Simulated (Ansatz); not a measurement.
# Cd: strong compression

Aim: compress Cd (hcp type) step by step, far beyond the usual range, and follow pressure and electronic structure. The runs shown use PAW.

Computed with Ansatz 0.2.0 (DFT, PBE, PAW with Ansatz's default frozen-core files, scalar-relativistic, unless a step's input says otherwise).

**1. The structure to begin with**

The structure is hexagonal, space group P6_3/mmc (No. 194). The conventional cell has a = 3.206 Å, b = 3.206 Å, c = 5.193 Å, α = 90.00°, β = 90.00°, γ = 120.00°. Cd (site symmetry -6m2) has 12 Cd at 3.19 to 3.21 Å in its first shell of neighbours.

Structure file:

```
Cd
1.0
     3.20555    0.00000    0.00000
    -1.60278    2.77609    0.00000
     0.00000    0.00000    5.19300
Cd
2
Direct
  0.33333 0.66667 0.25000
  0.66667 0.33333 0.75000
```

Whether this phase is the stable one at these pressures isn't tested.

Atoms are numbered in the order of the input: Cd1, Cd2.

**2. Cell relaxed at zero pressure, PAW**

input.yaml reads:

```yaml
crystal:
  lattice:
    - [3.2055535732, 0.0, 0.0]
    - [-1.6027767866, 2.7760908276, 0.0]
    - [0.0, 0.0, 5.1929967886]
  atoms:
    - { symbol: Cd, position: [0.3333333333, 0.6666666667, 0.25] }
    - { symbol: Cd, position: [0.6666666667, 0.3333333333, 0.75] }
kpoints:
  mp_grid: { grid: [15, 15, 8] }
scf:
  occupations: { method: fermi_dirac, width: 0.08 }
hamiltonian:
  xc: pbe
  pseudopotentials: { kind: paw }
output:
  forces: true
  stress: true
relax:
  f_tol: 0.005
  max_steps: 40
  cell: {}
```

The run is started by

```
ansatz run input.yaml --threads 1 --pin off --max-ram 2048MiB --backend cpu --events-out ev --progress --plain --runs-dir out
```

The runs that follow: Volume scaled by 1, PAW; Shape and atoms relaxed at 0.95 of the volume, PAW; Volume scaled by 0.95, PAW; Shape and atoms relaxed at 0.85 of the volume, PAW; Volume scaled by 0.85, PAW; Volume scaled by 0.85, PAW (partial_waves polarizable); Shape and atoms relaxed at 0.75 of the volume, PAW; Volume scaled by 0.75, PAW; Shape and atoms relaxed at 0.65 of the volume, PAW; Volume scaled by 0.65, PAW; Shape and atoms relaxed at 0.55 of the volume, PAW; Volume scaled by 0.55, PAW; Shape and atoms relaxed at 0.45 of the volume, PAW; Volume scaled by 0.45, PAW; Shape and atoms relaxed at 0.4 of the volume, PAW; Volume scaled by 0.4, PAW; Volume scaled by 0.4, PAW (cutoff 600 eV).

**Question.** What will these runs give? Wanted: PAW pressure at 0.4 of the volume; fitted bulk modulus at zero pressure.

As calculated:

```
                                         quantity      value
                PAW pressure at 0.4 of the volume  515.0 GPa
PAW (cutoff 600 eV) pressure at 0.4 of the volume  514.8 GPa
       fitted bulk modulus at zero pressure (PAW)     46 GPa
                          its pressure derivative       5.57
```

What this shows: By PAW the pressure climbs to 515 GPa at 0.4 of the first volume. A third-order Birch-Murnaghan curve fits the range only roughly (B₀ = 46 GPa, B′ = 5.57, misfit at most 3.53 GPa). A fit over so wide a range leans to the high pressures, so B₀ can be off by several per cent. No all-electron run checks these rows here, and frozen cores can fail under such compression. The ions are at rest, and the electrons smeared by 0.08 eV.

At pressures up to 515 GPa the PAW spheres may overlap and frozen cores may not hold, so those PAW values are rough without an all-electron check.
